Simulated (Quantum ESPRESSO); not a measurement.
# AlN (P6_3mc) in Quantum ESPRESSO: phonons with LDA

Aim: the phonons of AlN with LDA.

All numbers are computed with Quantum ESPRESSO 7.5; they aren't measurements. Logs are shortened: lines on timing, memory, paths and dates and some standing lists are left out, and cuts for length are marked.

**The experiment to reproduce.**

“Structural and optical properties of self-assembled AlN nanowires grown on SiO2/Si substrates by molecular beam epitaxy”, 2024, arxiv:2402.00216 quotes, for a bulk crystal of AlN at 0 K: band gap 6.0343 eV (an exciton energy, a little under the gap).

The runs below are set against these values where they give the same quantity.

**1. The crystal as given**

Symmetry: P6_3mc, No. 186, hexagonal system. The conventional cell has a = 3.101 Å, b = 3.101 Å, c = 4.993 Å, α = 90.00°, β = 90.00°, γ = 120.00°. Al (site symmetry 3m) has 4 N at 1.89 to 1.90 Å as nearest neighbours. N (site symmetry 3m) has 4 Al at 1.89 to 1.90 Å as nearest neighbours.

**2. Phonons, LDA**

Input file pw.in:

```
&CONTROL
  calculation = 'scf'
  prefix = 'pwscf'
  outdir = './tmp'
  pseudo_dir = './pseudo'
  tprnfor = .true.
  tstress = .true.
  disk_io = 'low'
/
&SYSTEM
  ibrav = 0
  celldm(1) = 8
  nat = 4
  ntyp = 2
  ecutwfc = 84
  nbnd = 14
  occupations = 'smearing'
  smearing = 'fd'
  degauss = 0.00367493
/
&ELECTRONS
  conv_thr = 8d-10
  electron_maxstep = 120
  mixing_beta = 0.5
/
ATOMIC_SPECIES
Al    26.9815 Al.upf
N     14.0070 N.upf
CELL_PARAMETERS alat
  0.7323983195320   0.0000000000000   0.0000000000000
 -0.3661991597660   0.6342755504082   0.0000000000000
  0.0000000000000   0.0000000000000   1.1794502906216
ATOMIC_POSITIONS crystal
Al     0.3333333333    0.6666666667    0.0000000000
Al     0.6666666667    0.3333333333    0.5000000000
N      0.3333333333    0.6666666667    0.3800000000
N      0.6666666667    0.3333333333    0.8800000000
K_POINTS automatic
8 8 5 0 0 0
```

Input file relax.in:

```
&CONTROL
  calculation = 'relax'
  prefix = 'pwscf'
  outdir = './tmp'
  pseudo_dir = './pseudo'
  tprnfor = .true.
  tstress = .true.
  disk_io = 'low'
  nstep = 40
  forc_conv_thr = 0.0001
  etot_conv_thr = 1d-06
/
&SYSTEM
  ibrav = 0
  celldm(1) = 8
  nat = 4
  ntyp = 2
  ecutwfc = 84
  nbnd = 14
  occupations = 'smearing'
  smearing = 'fd'
  degauss = 0.00367493
/
&ELECTRONS
  conv_thr = 8d-10
  electron_maxstep = 120
  mixing_beta = 0.5
/
&IONS
  ion_dynamics = 'bfgs'
/
ATOMIC_SPECIES
Al    26.9815 Al.upf
N     14.0070 N.upf
CELL_PARAMETERS alat
  0.7323983195320   0.0000000000000   0.0000000000000
 -0.3661991597660   0.6342755504082   0.0000000000000
  0.0000000000000   0.0000000000000   1.1794502906216
ATOMIC_POSITIONS crystal
Al     0.3333333333    0.6666666667    0.0000000000
Al     0.6666666667    0.3333333333    0.5000000000
N      0.3333333333    0.6666666667    0.3800000000
N      0.6666666667    0.3333333333    0.8800000000
K_POINTS automatic
8 8 5 0 0 0
```

Input file scf2.in:

```
&CONTROL
  calculation = 'scf'
  prefix = 'pwscf'
  outdir = './tmp'
  pseudo_dir = './pseudo'
  tprnfor = .true.
  tstress = .true.
  disk_io = 'low'
/
&SYSTEM
  ibrav = 0
  celldm(1) = 8
  nat = 4
  ntyp = 2
  ecutwfc = 84
  nbnd = 14
  occupations = 'fixed'
/
&ELECTRONS
  conv_thr = 1d-13
  electron_maxstep = 120
  mixing_beta = 0.5
  startingpot = 'file'
  startingwfc = 'file'
/
ATOMIC_SPECIES
Al    26.9815 Al.upf
N     14.0070 N.upf
CELL_PARAMETERS alat
  0.7323983195384   0.0000000000000   0.0000000000000
 -0.3661991597692   0.6342755504093   0.0000000000000
  0.0000000000000   0.0000000000000   1.1794502906171
ATOMIC_POSITIONS crystal
Al     0.3333333334    0.6666666668   -0.0003621298
Al     0.6666666668    0.3333333334    0.4996378702
N      0.3333333334    0.6666666668    0.3803621298
N      0.6666666668    0.3333333334    0.8803621298
K_POINTS automatic
8 8 5 0 0 0
```

Input file ph.in:

```
phonons of AlN
&INPUTPH
  prefix = 'pwscf'
  outdir = './tmp'
  tr2_ph = 1d-18
  fildyn = 'dyn'
  niter_ph = 90
  alpha_mix(1) = 0.7
  epsil = .true.
/
0.0000000000 0.0000000000 0.0000000000
```

Input file dynmat.in:

```
&INPUT
  fildyn = 'dyn'
  asr = 'crystal'
  lperm = .true.
  filout = 'dynmat.disp'
  fileig = 'dynmat.eig'
/
```

Input file dynmat_lo.in:

```
&INPUT
  fildyn = 'dyn'
  asr = 'crystal'
  filout = 'dynmat_lo.disp'
  fileig = 'dynmat_lo.eig'
  q(1) = 0
  q(2) = 0
  q(3) = 1
/
```

Potentials or basis: PseudoDojo 0.4.1 SR LDA standard.

Started as:

```console
OMP_NUM_THREADS=1 mpirun -n 2 pw.x -nk 2 -in pw.in > pw.out
OMP_NUM_THREADS=1 mpirun -n 2 pw.x -nk 2 -in relax.in > relax.out
OMP_NUM_THREADS=1 mpirun -n 2 pw.x -nk 2 -in scf2.in > scf2.out
OMP_NUM_THREADS=1 mpirun -n 2 ph.x -nk 2 -in ph.in > ph.out
OMP_NUM_THREADS=1 mpirun -n 1 dynmat.x -in dynmat.in > dynmat.out
OMP_NUM_THREADS=1 mpirun -n 1 dynmat.x -in dynmat_lo.in > dynmat_lo.out
```

pw.out:

```text
This program is part of the open-source Quantum ESPRESSO suite
     for quantum simulation of materials; please cite
[... 6 lines left out ...]
     using ibrav=0 with symmetry is DISCOURAGED, use correct ibrav instead

     K-points division:     npool     =       2
     Subspace diagonalization in iterative solution of the eigenvalue problem:
     a serial algorithm will be used

     G-vector sticks info
     --------------------
     sticks:   dense  smooth     PW     G-vecs:    dense   smooth      PW
     Sum         805     805    235                29179    29179    4619

     Using Slab Decomposition

     bravais-lattice index     =            0
     lattice parameter (alat)  =       8.0000  a.u.
     unit-cell volume          =     280.5272 (a.u.)^3
     number of atoms/cell      =            4
     number of atomic types    =            2
     number of electrons       =        16.00
     number of Kohn-Sham states=           14
     kinetic-energy cutoff     =      84.0000  Ry
     charge density cutoff     =     336.0000  Ry
     scf convergence threshold =      8.0E-10
     mixing beta               =       0.5000
     number of iterations used =            8  plain     mixing
     Exchange-correlation= SLA  PW   NOGX NOGC
                           (   1   4   0   0   0   0   0)

     celldm(1)=   8.000000  celldm(2)=   0.000000  celldm(3)=   0.000000
     celldm(4)=   0.000000  celldm(5)=   0.000000  celldm(6)=   0.000000

     crystal axes: (cart. coord. in units of alat)
               a(1) = (   0.732398   0.000000   0.000000 )
               a(2) = (  -0.366199   0.634276   0.000000 )
               a(3) = (   0.000000   0.000000   1.179450 )

     reciprocal axes: (cart. coord. in units 2 pi/alat)
               b(1) = (  1.365377  0.788301 -0.000000 )
               b(2) = (  0.000000  1.576602  0.000000 )
               b(3) = (  0.000000 -0.000000  0.847853 )

     PseudoPot. # 1 for Al read from file:
     Al.upf
     Pseudo is Norm-conserving + core correction, Zval =  3.0
     Generated using ONCVPSP code by D. R. Hamann
     Using radial grid of 1854 points,  6 beta functions with:
                l(1) =   0
                l(2) =   0
                l(3) =   1
                l(4) =   1
                l(5) =   2
                l(6) =   2

     PseudoPot. # 2 for N  read from file:
     N.upf
     Pseudo is Norm-conserving + core correction, Zval =  5.0
     Generated using ONCVPSP code by D. R. Hamann
     Using radial grid of 1058 points,  4 beta functions with:
                l(1) =   0
                l(2) =   0
                l(3) =   1
                l(4) =   1

     atomic species   valence    mass     pseudopotential
     Al                3.00    26.98150     Al( 1.00)
     N                 5.00    14.00700     N ( 1.00)

     12 Sym. Ops. (no inversion) found ( 6 have fractional translation)

   Cartesian axes

     site n.     atom                  positions (alat units)
         1        Al     tau(   1) = (  -0.0000000   0.4228504   0.0000000  )
         2        Al     tau(   2) = (   0.3661992   0.2114252   0.5897251  )
         3        N      tau(   3) = (  -0.0000000   0.4228504   0.4481911  )
         4        N      tau(   4) = (   0.3661992   0.2114252   1.0379163  )

     number of k points=    30  Fermi-Dirac smearing, width (Ry)=  0.0037
                       cart. coord. in units 2pi/alat
        k(    1) = (   0.0000000   0.0000000   0.0000000), wk =   0.0062500
        k(    2) = (   0.0000000   0.0000000   0.1695705), wk =   0.0125000
        k(    3) = (   0.0000000   0.0000000   0.3391410), wk =   0.0125000
        k(    4) = (   0.0000000   0.1970752   0.0000000), wk =   0.0375000
        k(    5) = (   0.0000000   0.1970752   0.1695705), wk =   0.0750000
        k(    6) = (   0.0000000   0.1970752   0.3391410), wk =   0.0750000
[... 22 lines left out ...]
        k(   29) = (   0.3413443   0.7883009   0.1695705), wk =   0.0750000
        k(   30) = (   0.3413443   0.7883009   0.3391410), wk =   0.0750000

     Dense  grid:    29179 G-vectors     FFT dimensions: (  36,  36,  60)

     Initial potential from superposition of free atoms

     starting charge      15.9956, renormalised to      16.0000
     Starting wfcs are   16 randomized atomic wfcs

     Self-consistent Calculation

     iteration #  1     ecut=    84.00 Ry     beta= 0.50
     Davidson diagonalization with overlap
     ethr =  1.00E-02,  avg # of iterations =  4.0

     total energy              =     -51.00957193 Ry
     estimated scf accuracy    <       1.20424903 Ry

     iteration #  2     ecut=    84.00 Ry     beta= 0.50
     Davidson diagonalization with overlap
     ethr =  7.53E-03,  avg # of iterations =  2.0
[... 57 lines left out ...]
     total energy              =     -51.37394485 Ry
     estimated scf accuracy    <          2.0E-09 Ry

     iteration # 11     ecut=    84.00 Ry     beta= 0.50
     Davidson diagonalization with overlap
     ethr =  1.26E-11,  avg # of iterations =  1.6

     End of self-consistent calculation

          k = 0.0000 0.0000 0.0000 (  3693 PWs)   bands (ev):

    -8.1694  -5.9568   0.7847   6.0378   6.0378   6.6796   6.6796   6.8301
    11.1512  13.5263  17.3346  17.9489  17.9489  19.7189

          k = 0.0000 0.0000 0.1696 (  3675 PWs)   bands (ev):

    -8.0143  -6.2623   1.3267   6.0116   6.0959   6.0959   6.6151   6.6151
    11.8037  13.6176  17.0995  17.9176  17.9177  18.7378
[... 43 lines left out ...]
    -6.5072  -5.4870   1.6280   2.6270   3.6173   5.0393   5.8899   6.1111
    12.3319  13.1098  15.5923  16.7012  18.3033  18.3563

          k = 0.0000 0.5912 0.3391 (  3653 PWs)   bands (ev):

    -6.2110  -5.8213   1.5871   1.9937   4.7940   5.3345   5.7303   5.7401
    12.1754  12.7985  15.9140  16.6285  18.1652  18.7368

          k = 0.0000-0.7883 0.0000 (  3634 PWs)   bands (ev):

    -6.1150  -5.3985   1.3650   2.6534   3.4790   4.7898   5.0498   6.1811
    12.5470  12.6048  15.0153  17.0500  17.6868  18.8595

          k = 0.0000-0.7883 0.1696 (  3630 PWs)   bands (ev):

    -6.0393  -5.4545   1.1735   2.1589   4.0182   4.8998   5.4941   6.0179
    11.9807  12.6801  15.9240  16.3336  18.1318  19.0348

          k = 0.0000-0.7883 0.3391 (  3636 PWs)   bands (ev):

    -5.8448  -5.6182   1.0887   1.4478   5.0336   5.2059   5.6285   5.7226
    11.7955  12.4442  15.7738  16.4222  18.1492  18.8790

          k = 0.1707 0.2956 0.0000 (  3655 PWs)   bands (ev):

    -7.5772  -5.6406   1.4877   4.2012   4.3960   5.6368   6.3182   6.5301
    12.9561  15.0718  15.4815  15.7925  18.2494  18.7653

          k = 0.1707 0.2956 0.1696 (  3658 PWs)   bands (ev):
[... 61 lines left out ...]
    -5.7167  -5.4427   1.8442   2.5524   2.8997   4.3247   4.8075   5.3967
    12.3775  14.7261  15.5598  16.0679  18.1686  18.5080

          k = 0.3413 0.7883 0.3391 (  3640 PWs)   bands (ev):

    -5.6081  -5.5018   1.7488   1.9556   3.0679   3.6622   5.7530   6.0059
    13.2285  14.0644  15.1281  15.4150  18.3538  18.4490

     the Fermi energy is     9.3858 ev

!    total energy              =     -51.37394485 Ry
     estimated scf accuracy    <          1.1E-10 Ry
     smearing contrib. (-TS)   =      -0.00000000 Ry
     internal energy E=F+TS    =     -51.37394485 Ry

     The total energy is F=E-TS. E is the sum of the following terms:
     one-electron contribution =      -2.01395796 Ry
     hartree contribution      =      11.20975289 Ry
     xc contribution           =     -16.99987191 Ry
     ewald contribution        =     -43.56986787 Ry

     convergence has been achieved in  11 iterations

     Forces acting on atoms (cartesian axes, Ry/au):

     atom    1 type  1   force =     0.00000000   -0.00000000   -0.00176814
     atom    2 type  1   force =     0.00000000   -0.00000000   -0.00176814
     atom    3 type  2   force =     0.00000000    0.00000000    0.00176814
     atom    4 type  2   force =    -0.00000000   -0.00000000    0.00176814

     Total force =     0.003536     Total SCF correction =     0.000000

     Computing stress (Cartesian axis) and pressure

          total   stress  (Ry/bohr**3)                   (kbar)     P=      -47.46
  -0.00030330   0.00000000   0.00000000          -44.62        0.00        0.00
   0.00000000  -0.00030330   0.00000000            0.00      -44.62        0.00
  -0.00000000  -0.00000000  -0.00036136           -0.00       -0.00      -53.16

=------------------------------------------------------------------------------=
   JOB DONE.
=------------------------------------------------------------------------------=
```

Run time: 4.3 min. Hardware: 2 MPI ranks of AMD EPYC 7R43 (Zen 3), shared host; peak memory 0.2 GiB.

Results:

```
Free energy                                             : -698.9783 eV
Pressure after relaxing                                 : -4.8 GPa
Band gap on the k mesh                                  : 4.31 eV, direct
Electronic dielectric tensor (diagonal)                 : 4.39, 4.39, 4.61
Born charges (mean of the diagonal)                     : Al +2.56; N -2.56 e
Highest phonon frequency at Γ, LO-TO splitting left out : 716 cm⁻¹
Static dielectric tensor (diagonal)                     : 8.10, 8.10, 9.61
```

Stress tensor (GPa, compression positive):
```
-4.32  0.00  0.00
 0.00 -4.32  0.00
 0.00  0.00 -5.63
```

The path:
| step | energy change (eV) | largest force (eV/Å) | pressure (GPa) |
| --- | --- | --- | --- |
| 1 | 0.0000 | 0.0455 | -4.75 |
| 2 | -0.0001 | 0.0219 | -4.75 |
| 3 | -0.0002 | 0.0003 | -4.76 |
| 4 | -0.0002 | 0.0001 | -4.76 |

Final structure:
```yaml
crystal:
  lattice:
    - [3.10055, 0.00000, 0.00000]
    - [-1.55027, 2.68515, 0.00000]
    - [0.00000, 0.00000, 4.99311]
  atoms:
    - { symbol: Al, position: [0.33333, 0.66667, 0.99964] }
    - { symbol: Al, position: [0.66667, 0.33333, 0.49964] }
    - { symbol: N, position: [0.33333, 0.66667, 0.38036] }
    - { symbol: N, position: [0.66667, 0.33333, 0.88036] }
```

Phonon frequencies in cm⁻¹ (negative: imaginary):
```csv
q point,frequencies
"(0.000, 0.000, 0.000)",0 0 0 241 241 543 605 647 647 661 661 716
```

Electronic dielectric tensor:
```
4.39 0.00 0.00
0.00 4.39 0.00
0.00 0.00 4.61
```

Born effective charge tensors (e):
atom 1, Al
```
2.51 0.00 0.00
0.00 2.51 0.00
0.00 0.00 2.67
```
atom 2, Al
```
2.51 0.00 0.00
0.00 2.51 0.00
0.00 0.00 2.67
```
atom 3, N
```
-2.51  0.00  0.00
 0.00 -2.51  0.00
 0.00  0.00 -2.67
```
atom 4, N
```
-2.51  0.00  0.00
 0.00 -2.51  0.00
 0.00  0.00 -2.67
```

Optical modes at Γ, degenerate ones joined, polar ones without the macroscopic field:
```
cm⁻¹  components  symmetry     active in  IR intensity, summed ((D/Å)²/amu)
 241           2        E2         Raman                               0.00
 543           1        B1        silent                               0.00
 605           1        A1  IR and Raman                              35.63
 647           2        E2         Raman                               0.00
 661           2        E1  IR and Raman                              63.17
 716           1        B1        silent                               0.00
```

Zone-centre frequencies without and with the macroscopic field along z (cm⁻¹):
```
                      optical modes in rising order
       without  241 241 543 605 647 647 661 661 716
with the field  241 241 543 647 647 661 661 716 873
```

Static dielectric tensor, electrons and zone-centre modes:
```
8.10 0.00 0.00
0.00 8.10 0.00
0.00 0.00 9.61
```

Caveat: the cell is more than 3 GPa from zero pressure, which shifts response properties; on a mesh that holds Γ this program's dielectric tensor can be off by some percent beyond the error of the mesh.

**3. Comparison with measurements**

Step 2. Measured gap of AlN: 6.0343 eV (an exciton energy, a little under the gap; 0 K; quoted in “Structural and optical properties of self-assembled AlN nanowires grown on SiO2/Si substrates by molecular beam epitaxy”, 2024, arxiv:2402.00216). This calculation gives 4.31 eV (-1.72 eV). 2 values of this kind are on record (6.034 to 6.0343 eV); this one was drawn at random. The value is that of LDA, without temperature or zero-point motion. Semilocal functionals fall short of measured gaps as a rule.
